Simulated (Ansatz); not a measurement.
NiMoIrPdW in Ansatz: convergence with k mesh

Input of the first run (k mesh 2 × 2 × 2); the others differ in this setting and in those tied to it:

input.yaml

```yaml
crystal:
  lattice:
    - [4.11705, 0.0, 0.0]
    - [-2.05853, 3.56547, 0.0]
    - [0.0, 0.0, 5.4458]
  atoms:
    - { symbol: Ni, position: [0.0, 0.0, 0.95775], spin: 1.0 }
    - { symbol: Mo, position: [0.66667, 0.33333, 0.96161], spin: 1.0 }
    - { symbol: Pd, position: [0.66667, 0.33333, 0.46295] }
    - { symbol: Ir, position: [0.33333, 0.66667, 0.72572], spin: 0.6 }
    - { symbol: W, position: [0.33333, 0.66667, 0.23642] }
hamiltonian:
  xc: pbe
  pseudopotentials: { kind: paw }
magnetization:
  spin_polarized: true
kpoints:
  mp_grid: { grid: [2, 2, 2] }
scf:
  occupations: { method: fermi_dirac, width: 0.05 }
output:
  forces: true
  stress: true
  eigenvalues: true
```

Potentials or basis: Ansatz PAW.

The run is started by

```sh
$ ansatz run input.yaml --threads 8 --pin off --max-ram 20480MiB --backend cpu --events-out ev --progress --plain --runs-dir out
```

The cell was built by a generator and needn't be a form met in nature.

Hardware: 8 threads of Intel(R) Xeon(R) Platinum 8259CL CPU @ 2.50GHz (Skylake/Cascade Lake), with other jobs on the host.

Q: The values tried are 2 × 2 × 2, 3 × 3 × 2, 4 × 4 × 3, 6 × 6 × 4, 7 × 7 × 5, 9 × 9 × 6, 10 × 10 × 7, 12 × 12 × 8, loosest first. From which on does the pressure stay within 0.1 GPa of the tightest run that finished?

A: From 4 × 4 × 3 on.

```tsv
k mesh	energy less the tightest run, at zero smearing (meV/atom)	pressure (GPa)	largest force (eV/Å)	SCF cycles	CPU time (s)	peak memory (GiB)
2 × 2 × 2	1.72	-0.19	0.850	15	7.6	0.53
3 × 3 × 2	-27.83	0.20	0.131	19	16	0.56
4 × 4 × 3	9.29	0.08	0.185	17	17	0.57
6 × 6 × 4	1.00	0.02	0.172	16	37	0.65
7 × 7 × 5	-1.03	-0.01	0.030	14	43	0.69
9 × 9 × 6	1.11	0.02	0.013	16	78	0.81
10 × 10 × 7	0.41	0.01	0.074	14	100	0.9
12 × 12 × 8	0.00	0.00	0.068	14	150	1.1
```

Against the tightest run, the energy stays within 1 meV/atom from 10 × 10 × 7 on. Not settled before the last step: the largest force (to 0.005 eV/Å). Meshes of other sizes hit other points, so gaps and Fermi surfaces needn't settle smoothly. The tightest run that finished is the yardstick and may itself not be fully converged.

Caveat, for the tightest run too: the starting moments weren't kept. The run has no spin-orbit coupling, so splittings on Ir, W are missing.
